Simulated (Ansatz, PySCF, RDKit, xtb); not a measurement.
# C3H5FGeN2: ranking a sample of isomers, part 2 of 2

A sample of isomers of C3H5FGeN2 is drawn. Aim: find which of them has the lowest free energy at 298.15 K, then its properties. The sample is small against all isomers, and the most stable one of this formula need not be in it.

xtb, Ansatz and PySCF; isolated molecules.

## 12. The ranking

Energies in kcal/mol from c073a; G adds the thermal terms to the CCSD(T)/def2-SVP + MP2/def2-TZVPP - MP2/def2-SVP energy. The columns left of the relaxed level are at the tight-binding geometries.

```
label                 SMILES     spin  GFN2-xTB  HF/STO-3G  r2SCAN-D4/def2-SVP  PBE-D3(BJ)/def2-SVP  HF/def2-SVP  MP2/def2-SVP  CCSD(T)/def2-SVP + MP2/def2-TZVPP - MP2/def2-SVP    G  share at equilibrium     T1
c073a       Fc1ncc[n]1[GeH3]  singlet       0.0        0.0                 0.0                  0.0          0.0           0.0                                               0.0  0.0                82.7 %  0.012
c304a     Fc1c[n]([GeH3])cn1  singlet       5.2        1.1                 0.5                  1.1          3.4           2.0                                               1.4  0.9                17.2 %  0.013
c925a       Fc1cnc[n]1[GeH3]  singlet       2.6        2.2                 5.1                  4.4          6.2           5.0                                               4.7  4.7               < 0.1 %  0.012
c605a  Fc1nc[c]([GeH3])[nH]1  singlet      14.9       11.9                 2.9                  3.2          6.4           5.8                                               5.7  5.7               < 0.1 %  0.012
c535a    Fc1nc[nH][c]1[GeH3]  singlet      14.8       12.4                 2.3                  2.3          7.5           5.2                                               5.4  6.0               < 0.1 %  0.013
c541a  Fc1c[nH][c]([GeH3])n1  singlet      14.9       13.3                 4.7                  4.1         10.4           7.5                                               7.3  7.8               < 0.1 %  0.012
```

Lowest found: c073a, `Fc1ncc[n]1[GeH3]`, a singlet. Bond lengths: C2–C3 1.382 Å, C1–F4 1.334 Å, C1–N6 1.303 Å, C2–N6 1.387 Å, C1–N7 1.371 Å, C3–N7 1.402 Å, Ge5–N7 1.893 Å, C2–H8 1.097 Å, C3–H9 1.095 Å, Ge5–H10 1.544 Å, Ge5–H11 1.543 Å, Ge5–H12 1.544 Å. Some angles: C2–C3–N7 105.9°, C3–C2–N6 110.9°, F4–C1–N6 125.8°, F4–C1–N7 118.8°, N6–C1–N7 115.4°, C1–N6–C2 103.7°, C1–N7–C3 104.2°, C1–N7–Ge5 127.0°, C3–N7–Ge5 128.8°, C2–C3–H9 132.4°.

```xyz
12

C     0.0850    2.9739    0.3349
C     0.3132    3.7254   -1.6300
C    -0.0080    2.3887   -1.7710
F     0.0162    2.8197    1.6578
Ge   -0.6007    0.1356    0.0852
N     0.3685    4.0816   -0.2906
N    -0.1589    1.8913   -0.4692
H     0.5098    4.4582   -2.4225
H    -0.1423    1.7502   -2.6507
H    -1.9283    0.2086    0.8695
H    -0.7397   -0.6516   -1.2345
H     0.5571   -0.3855    0.9631
```

## 13. Density, orbitals and dipole (PBE0/def2-SVPD)

The input, input.yaml:

```yaml
crystal:
  periodic: [false, false, false]
  atoms:
    - symbol: C
      position_ang: [0.084958, 2.973940, 0.334922]
    - symbol: C
      position_ang: [0.313250, 3.725433, -1.630050]
    - symbol: C
      position_ang: [-0.008039, 2.388662, -1.770984]
    - symbol: F
      position_ang: [0.016246, 2.819716, 1.657840]
    - symbol: Ge
      position_ang: [-0.600663, 0.135620, 0.085178]
    - symbol: "N"
      position_ang: [0.368514, 4.081585, -0.290636]
    - symbol: N
      position_ang: [-0.158945, 1.891278, -0.469238]
    - symbol: H
      position_ang: [0.509761, 4.458219, -2.422495]
    - symbol: H
      position_ang: [-0.142278, 1.750232, -2.650668]
    - symbol: H
      position_ang: [-1.928344, 0.208602, 0.869543]
    - symbol: H
      position_ang: [-0.739735, -0.651621, -1.234481]
    - symbol: H
      position_ang: [0.557123, -0.385458, 0.963112]
basis:
  gaussian: {orbitals: def2-SVPD}
total_charge: 0
hamiltonian: {xc: {name: PBE0}}
output: {forces: true, orbitals: {seedname: orbitals}}
```

Command:

```bash
$ ansatz run input.yaml --threads 2 --pin off --max-ram 5220MiB --events-out events.jsonl --progress --plain --runs-dir runs
```

The log of the run (excerpt; [...] marks lines left out):

```text
Warning: RAYON_NUM_THREADS=2 ignored (pool sized by the plan → 2); use --threads N
Functional definition: PBE0
  name "PBE0"
[...]
1806 factors; their error is unknown
[...]
mean field -65377.22663685 eV, -2402.5687646284 hartree, gradient 6.4e-5 eV, S^2 0.000000; 0 other end points of the search recorded, 0 dependent functions left out
[...]
reference -65377.22667610 eV, -2402.5687660707 hartree; 39, 39 occupied and 162, 162 virtual orbitals, 1806 factors
[...]
Atom 7 at     0.509761     4.458219    -2.422495 Å, force    -0.063005    -0.234236     0.263702 eV/Å
Atom 8 at    -0.142278     1.750232    -2.650668 Å, force     0.047681     0.222730     0.274100 eV/Å
Atom 9 at    -1.928344     0.208602     0.869543 Å, force     0.197673     0.001140    -0.121085 eV/Å
Atom 10 at    -0.739735    -0.651621    -1.234481 Å, force     0.023024     0.125932     0.180125 eV/Å
Atom 11 at     0.557123    -0.385458     0.963112 Å, force    -0.166348     0.088038    -0.135169 eV/Å
Dipole moment:    -0.205340    -0.870713    -0.270848 e Å
```

Wall time 6.3 s (2 threads of Intel Xeon 6975P-C (Granite Rapids), shared host); peak memory 0.74 GiB.

## 14. Electronic excitations (TD-PBE0/def2-SVPD)

An in-house driver calls PySCF's response routines at TD-PBE0/def2-SVPD; it has no typed input.

The log of the run:

```text
coarse grid: 50856 points
cycle   1  E = -2402.4876771539  dE =  4.776e-01  |g| = 6.618e-01  |ddm| = 5.256e+00
cycle   2  E = -2402.3722190227  dE =  1.155e-01  |g| = 1.007e+00  |ddm| = 2.467e+00
cycle   3  E = -2402.5625084605  dE = -1.903e-01  |g| = 1.741e-01  |ddm| = 1.788e+00
cycle   4  E = -2402.5681777006  dE = -5.669e-03  |g| = 5.351e-02  |ddm| = 3.020e-01
cycle   5  E = -2402.5687085509  dE = -5.309e-04  |g| = 2.073e-02  |ddm| = 9.254e-02
cycle   6  E = -2402.5688016499  dE = -9.310e-05  |g| = 3.943e-03  |ddm| = 3.016e-02
cycle   7  E = -2402.5688045109  dE = -2.861e-06  |g| = 1.479e-03  |ddm| = 5.920e-03
final grid: 107112 points
cycle   8  E = -2402.5688154928  dE =  5.561e-07  |g| = 2.227e-03  |ddm| = 6.649e-03
cycle   9  E = -2402.5688139427  dE =  1.550e-06  |g| = 3.489e-03  |ddm| = 6.330e-03
cycle  10  E = -2402.5688165068  dE = -2.564e-06  |g| = 1.821e-04  |ddm| = 4.012e-03
cycle  11  E = -2402.5688165131  dE = -6.315e-09  |g| = 1.786e-05  |ddm| = 2.280e-04
cycle  12  E = -2402.5688165132  dE = -6.821e-11  |g| = 6.510e-06  |ddm| = 2.720e-05
converged SCF energy = -2402.5688165132

Static polarisability (au): isotropic 77.425, principal 56.991 79.382 95.901

Singlet excitations
state   eV       nm        f      main configurations
  1   5.3020    233.8   0.00049   H->L 0.99
  2   5.6300    220.2   0.00265   H->L+1 0.99
  3   6.1955    200.1   0.02447   H->L+2 0.80, H->L+4 0.17
  4   6.3916    194.0   0.00458   H->L+3 0.96
  5   6.6609    186.1   0.08761   H->L+4 0.73, H->L+2 0.17
  6   6.8156    181.9   0.01242   H->L+5 0.95
  7   6.8607    180.7   0.00006   H-2->L 0.97
  8   6.9869    177.5   0.00301   H-1->L+2 0.87

Triplet excitations (Tamm-Dancoff, eV): 4.3100 5.2452 5.3860
```

It took 22 s on 2 threads of Intel Xeon 6975P-C (Granite Rapids), shared host; peak memory 0.92 GiB.

The roots found:

```
excited state  energy (eV)  strength
            1        5.302    0.0005
            2        5.630    0.0027
            3        6.196    0.0245
            4        6.392    0.0046
            5        6.661    0.0876
            6        6.816    0.0124
            7        6.861    0.0001
            8        6.987    0.0030
```

## 15. NMR shieldings (GIAO PBE0/pcSseg-1)

An in-house driver calls PySCF's response routines at GIAO PBE0/pcSseg-1; it has no typed input.

The log of the run:

```text
coarse grid: 50856 points
cycle   1  E = -2402.6877647248  dE =  4.623e-01  |g| = 1.016e+00  |ddm| = 3.370e+00
cycle   2  E = -2402.5626157551  dE =  1.251e-01  |g| = 1.258e+00  |ddm| = 1.286e+00
cycle   3  E = -2402.7808445669  dE = -2.182e-01  |g| = 2.652e-01  |ddm| = 9.199e-01
cycle   4  E = -2402.7945105186  dE = -1.367e-02  |g| = 9.660e-02  |ddm| = 2.407e-01
cycle   5  E = -2402.7961453676  dE = -1.635e-03  |g| = 2.662e-02  |ddm| = 7.909e-02
cycle   6  E = -2402.7962955746  dE = -1.502e-04  |g| = 5.351e-03  |ddm| = 2.311e-02
cycle   7  E = -2402.7963007743  dE = -5.200e-06  |g| = 1.638e-03  |ddm| = 4.737e-03
final grid: 107112 points
cycle   8  E = -2402.7963228725  dE =  5.708e-07  |g| = 2.398e-03  |ddm| = 2.717e-03
cycle   9  E = -2402.7963213317  dE =  1.541e-06  |g| = 3.686e-03  |ddm| = 4.100e-03
cycle  10  E = -2402.7963239327  dE = -2.601e-06  |g| = 1.781e-04  |ddm| = 2.568e-03
cycle  11  E = -2402.7963239385  dE = -5.833e-09  |g| = 2.091e-05  |ddm| = 1.174e-04
cycle  12  E = -2402.7963239386  dE = -9.504e-11  |g| = 4.462e-06  |ddm| = 1.564e-05
converged SCF energy = -2402.7963239386

GIAO shielding tensors (ppm)
atom      isotropic    diamagn.    paramagn.     s11        s22        s33       span
  0 C       20.953     245.666    -224.713    -51.399     44.407     69.851    121.250
  1 C       48.950     260.402    -211.452    -32.162     52.411    126.602    158.765
  2 C       59.594     248.492    -188.898    -22.619     79.613    121.786    144.405
  3 F      286.850     474.877    -188.027    171.342    339.160    350.047    178.705
  4 Ge    1484.078    2758.511   -1274.433   1417.087   1431.030   1604.116    187.029
  5 N       -2.910     337.381    -340.291   -209.775    -23.418    224.465    434.240
  6 N      107.309     333.535    -226.225     35.322    111.117    175.489    140.166
  7 H       24.126      28.669      -4.543     21.354     23.929     27.095      5.741
  8 H       24.590      29.657      -5.066     21.247     25.161     27.362      6.115
  9 H       25.863      28.683      -2.820     19.408     21.788     36.392     16.984
 10 H       26.059      29.823      -3.764     19.027     22.709     36.442     17.415
 11 H       25.857      29.554      -3.697     19.379     21.828     36.366     16.987
```

Run time: 12 s. Hardware: 2 threads of Intel Xeon 6975P-C (Granite Rapids), shared host; peak memory 1.1 GiB.

Isotropic shieldings, averaged over atoms that the bond graph makes equivalent (absolute, not shifts):

```
        atoms  shielding (ppm)
           C1             21.0
           C2             49.0
           C3             59.6
           F4            286.8
          Ge5           1484.1
           N6             -2.9
           N7            107.3
           H8            24.13
           H9            24.59
H10, H11, H12            25.93
```

## 16. The cation at the same geometry (PBE0/def2-SVPD)

input.yaml: that of step 13 with these lines changed.

```diff
@@ -1 +1,4 @@
+basis:
+  gaussian:
+    orbitals: def2-SVPD
 crystal:
@@ -15,3 +18,3 @@
       position_ang: [0.368514, 4.081585, -0.290636]
-    - symbol: N
+    - symbol: "N"
       position_ang: [-0.158945, 1.891278, -0.469238]
@@ -27,6 +30,7 @@
       position_ang: [0.557123, -0.385458, 0.963112]
-basis:
-  gaussian: {orbitals: def2-SVPD}
-total_charge: 0
-hamiltonian: {xc: {name: PBE0}}
-output: {forces: true, orbitals: {seedname: orbitals}}
+total_charge: 1
+magnetization:
+  spin_polarized: true
+  initial_magnetization: 1
+hamiltonian:
+  xc: pbe0
```

Command:

```bash
$ ansatz run input.yaml --threads 2 --pin off --max-ram 5220MiB --events-out events.jsonl --progress --plain --runs-dir runs
```

The log of the run (excerpt; [...] marks lines left out):

```text
Warning: RAYON_NUM_THREADS=2 ignored (pool sized by the plan → 2); use --threads N
[... 2 set-up lines as earlier in the session ...]
[...]
1806 factors; their error is unknown
[...]
mean field -65368.53153063 eV, -2402.2492253686 hartree, gradient 5.3e-5 eV, S^2 0.761703; 0 other end points of the search recorded, 0 dependent functions left out
reference -65368.53156841 eV, -2402.2492267568 hartree; 39, 38 occupied and 162, 163 virtual orbitals, 1806 factors
Total energy: -65368.53156841 eV, -2402.2492267568 hartree
```

Run time: 12 s. Hardware: 2 threads of Intel Xeon 6975P-C (Granite Rapids), shared host; peak memory 0.94 GiB.

Difference from the parent: 8.70 eV.

## 17. The anion at the same geometry (PBE0/def2-SVPD)

The input, input.yaml:

```yaml
basis:
  gaussian:
    orbitals: def2-SVPD
crystal:
  periodic: [false, false, false]
  atoms:
    - {symbol: C, position_ang: [0.084958, 2.973940, 0.334922]}
    - {symbol: C, position_ang: [0.313250, 3.725433, -1.630050]}
    - {symbol: C, position_ang: [-0.008039, 2.388662, -1.770984]}
    - {symbol: F, position_ang: [0.016246, 2.819716, 1.657840]}
    - {symbol: Ge, position_ang: [-0.600663, 0.135620, 0.085178]}
    - {symbol: "N", position_ang: [0.368514, 4.081585, -0.290636]}
    - {symbol: "N", position_ang: [-0.158945, 1.891278, -0.469238]}
    - {symbol: H, position_ang: [0.509761, 4.458219, -2.422495]}
    - {symbol: H, position_ang: [-0.142278, 1.750232, -2.650668]}
    - {symbol: H, position_ang: [-1.928344, 0.208602, 0.869543]}
    - {symbol: H, position_ang: [-0.739735, -0.651621, -1.234481]}
    - {symbol: H, position_ang: [0.557123, -0.385458, 0.963112]}
total_charge: -1
magnetization:
  spin_polarized: true
  initial_magnetization: 1
hamiltonian:
  xc: pbe0
scf:
  lower_state_search: off
```

Command:

```bash
$ ansatz run input.yaml --threads 2 --pin off --max-ram 5220MiB --events-out events.jsonl --progress --plain --runs-dir runs
```

The log of the run (excerpt; [...] marks lines left out):

```text
Warning: RAYON_NUM_THREADS=2 ignored (pool sized by the plan → 2); use --threads N
[... 2 set-up lines as earlier in the session ...]
[...]
1806 factors; their error is unknown
[...]
mean field -65376.26469117 eV, -2402.5334137767 hartree, gradient 5.7e-6 eV, S^2 0.750485; 0 other end points of the search recorded, 0 dependent functions left out
reference -65376.26473332 eV, -2402.5334153255 hartree; 40, 39 occupied and 161, 162 virtual orbitals, 1806 factors
Total energy: -65376.26473332 eV, -2402.5334153255 hartree
Checks for a lower state left out: stability, starts, cluster_reference, orbital_swaps, neighbouring_geometries, increment
```

Wall time 11 s (2 threads of Intel Xeon 6975P-C (Granite Rapids), shared host); peak memory 0.96 GiB.

Parent less the species with the added electron: -0.96 eV. The extra electron isn't bound at this geometry, so the number measures the basis, not the molecule.

## 18. The triplet at the same geometry (PBE0/def2-SVPD)

input.yaml: that of step 17 with these lines changed.

```diff
@@ -1,4 +1 @@
-basis:
-  gaussian:
-    orbitals: def2-SVPD
 crystal:
@@ -18,9 +15,5 @@
     - {symbol: H, position_ang: [0.557123, -0.385458, 0.963112]}
-total_charge: -1
-magnetization:
-  spin_polarized: true
-  initial_magnetization: 1
-hamiltonian:
-  xc: pbe0
-scf:
-  lower_state_search: off
+basis:
+  gaussian: {orbitals: def2-SVPD}
+magnetization: {spin_polarized: true, initial_magnetization: 2}
+hamiltonian: {xc: {name: PBE0}}
```

Command:

```bash
$ ansatz run input.yaml --threads 2 --pin off --max-ram 5220MiB --events-out events.jsonl --progress --plain --runs-dir runs
```

The log of the run (excerpt; [...] marks lines left out):

```text
Warning: RAYON_NUM_THREADS=2 ignored (pool sized by the plan → 2); use --threads N
[... 2 set-up lines as earlier in the session ...]
[...]
1806 factors; their error is unknown
[...]
mean field -65372.93657607 eV, -2402.4111078026 hartree, gradient 2.9e-5 eV, S^2 2.031557; 4 other end points of the search recorded, 0 dependent functions left out
reference -65372.93661612 eV, -2402.4111092743 hartree; 40, 38 occupied and 161, 163 virtual orbitals, 1806 factors
Total energy: -65372.93661612 eV, -2402.4111092743 hartree
```

Wall time 17 s (2 threads of Intel Xeon 6975P-C (Granite Rapids), shared host); peak memory 0.95 GiB.

It lies 4.29 eV above the singlet.

## 19. Outcome

The summary covers parts 1 to 2.

```
                                           quantity                                                                   value
                             lowest structure found                                               Fc1ncc[n]1[GeH3], singlet
                                      next finalist                   Fc1c[n]([GeH3])cn1, singlet, 0.9 kcal/mol higher in G
          share at equilibrium, among the finalists                                                                  82.7 %
                                             funnel  9 starts, 9 minima at GFN2-xTB, 12 screening runs, 6 relaxed, 6 ranked
                               CPU time of all runs                                                                  15 min
                     dipole moment (PBE0/def2-SVPD)                                                                  4.49 D
                       HOMO energy (PBE0/def2-SVPD)                                                                -6.66 eV
                       LUMO energy (PBE0/def2-SVPD)                                                                -0.30 eV
                     HOMO–LUMO gap (PBE0/def2-SVPD)                                                                 6.36 eV
              lowest excitation (TD-PBE0/def2-SVPD)                                                     5.30 eV (f = 0.000)
       strongest of the states computed, same level                                                     6.66 eV (f = 0.088)
lowest triplet excitation, same level, Tamm-Dancoff                                                                 4.31 eV
                         vertical ionisation energy                                                                 8.70 eV
                         vertical electron affinity                      -0.96 eV (unbound: the value depends on the basis)
                      vertical triplet less singlet                                                                +4.29 eV
```

`Fc1ncc[n]1[GeH3]` comes out lowest. Its margin of 0.9 kcal/mol is inside the likely error of CCSD(T)/def2-SVP + MP2/def2-TZVPP - MP2/def2-SVP with harmonic terms (about 1.5 kcal/mol), so the order of the first two is not settled. GFN2-xTB, HF/STO-3G, r2SCAN-D4/def2-SVP, PBE-D3(BJ)/def2-SVP, HF/def2-SVP and MP2/def2-SVP already put its bonding pattern lowest among the structures in one piece. The largest share of the time went into the final energies (45 %). The search is not exhaustive (a finite list of starts, one conformer a finalist), so a lower isomer can't be ruled out. Only 9 drawn patterns were tried, so whole families of isomers are missing, and the result ranks this sample alone. The lowest isomer need not be the one that is made and kept in a bottle, which depends on barriers.
